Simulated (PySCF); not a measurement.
**MgBr−: bond curves at several levels of theory**

Aim: find the lowest electronic state of MgBr−, scan its bond at several levels of theory, and get bond length, wavenumber and dissociation energy from each curve.

Method: Mg aug-pcseg-1, Br aug-pcseg-1, no relativity; program: PySCF 2.14.0.

1 further run of the same task is left out (set aside as unsound or not needed).

## (1) Set-up

A driver script around PySCF takes these settings:

```yaml
atoms: Mg, Br
charge: -1
basis: Mg aug-pcseg-1, Br aug-pcseg-1
Hamiltonian: no relativity
basis_functions: 50
electrons_treated: 48
masses_in_u: 23.9850, 78.9183
levels: PBE0, PBE, r²SCAN, r²SCAN0, PW91, BP86, HF, MP2, SCS-MP2, CCSD, CCSD(T)
grid: 80 radial by 434 angular points
occupations: held fixed by the projection of orbital angular momentum
dissociation_limit: Mg + Br−, each in its ground configuration
starting_distance_in_angstrom: 2.570
values_of_2S_to_try: 0, 2
```

Started as:

```bash
> OMP_NUM_THREADS=1 python dia.py task.json out
```

After this run come: First curve: PBE0; PBE; r²SCAN; r²SCAN0; PW91 (GGA); BP86 (GGA); RHF (mean field); Adding correlation.

**Question.** What will these runs give? Wanted: for each run, Re; ωe; De; μ.

The runs gave:

Lowest PBE0 solution found, without spin–orbit coupling: ¹Σ⁺ (singlet), closed shell.

| level | Re (Å) | ωe (cm⁻¹) | De (eV) | μ (D) |
| --- | --- | --- | --- | --- |
| RHF | 2.697 | 195.0 | 0.77 | 5.43 |
| RHF-MP2 | 2.693 | 200.1 | 0.85 | n/a |
| RHF-SCS-MP2 | 2.704 | 195.3 | 0.80 | n/a |
| RHF-CCSD | 2.711 | 192.5 | 0.74 | n/a |
| RHF-CCSD(T) | 2.709 | 193.7 | 0.76 | n/a |
| PBE | 2.700 | 197.8 | 0.92 | 4.75 |
| PW91 | 2.697 | 198.3 | 0.93 | 4.66 |
| BP86 | 2.709 | 194.4 | 0.86 | 4.76 |
| r²SCAN | 2.655 | 213.0 | 1.01 | 5.37 |
| PBE0 | 2.677 | 204.0 | 0.94 | 4.95 |
| r²SCAN0 | 2.652 | 212.6 | 0.98 | 5.27 |

De is counted to Mg + Br− in their ground configurations. A positive dipole points from Mg to Br; in an ion it is taken about the centre of mass and does not tell which atom is negative.

**Reading.** The methods spread over 0.058 Å in bond length, from r²SCAN0 to RHF-CCSD. CCSD(T) can't serve as the judge here: for a weak bond in this basis it is far from its limit. Of the levels with a De here, RHF-CCSD gives the least (0.74 eV) and r²SCAN the most (1.01 eV).

Correlated steps freeze 10 core orbitals. With some functionals the highest level of the anion is positive, from self-interaction error or because the anion is truly unbound there; the finite basis then holds the extra electron, and no neutral molecule was run to test the binding.
